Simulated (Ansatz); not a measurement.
# ClTi: the cost of one run

Computed with Ansatz 0.2.0, Gaussian basis. Level: def2-TZVPP, core rule «outside noble gas», up to 14 orbitals frozen.

The runs, in order: UHF; ROHF; CCSD(T) on UHF.

### Step 1. The geometry

The geometry is a PBE0/def2-TZVP stationary point (not a proven minimum).

2 atoms, charge 1, spin multiplicity 5.

Atoms are counted from 1 here; the program's logs count them from 0.

Bond lengths: Ti1–Cl2 2.611 Å.

### Step 2. UHF

The input, in.yaml:

```yaml
crystal:
  periodic: [false, false, false]
  atoms:
    - {symbol: Ti, position_ang: [0.000000, 0.000000, 0.000000]}
    - {symbol: Cl, position_ang: [0.000000, 0.000000, 2.611200]}
basis:
  gaussian: {orbitals: def2-TZVPP}
total_charge: 1
magnetization: {spin_polarized: true, initial_magnetization: 4}
hamiltonian: {xc: hf}
output: {orbitals: {seedname: orbitals}}
```

On the command line:

```bash
$ ansatz run in.yaml --threads 1 --pin off --events-out ev --progress --plain --max-ram 3968MiB --backend cpu
```

What time and memory should one allow on 1 thread of AMD EPYC 7R13, shared host?

About 43 s, with a peak of 0.33 GiB.
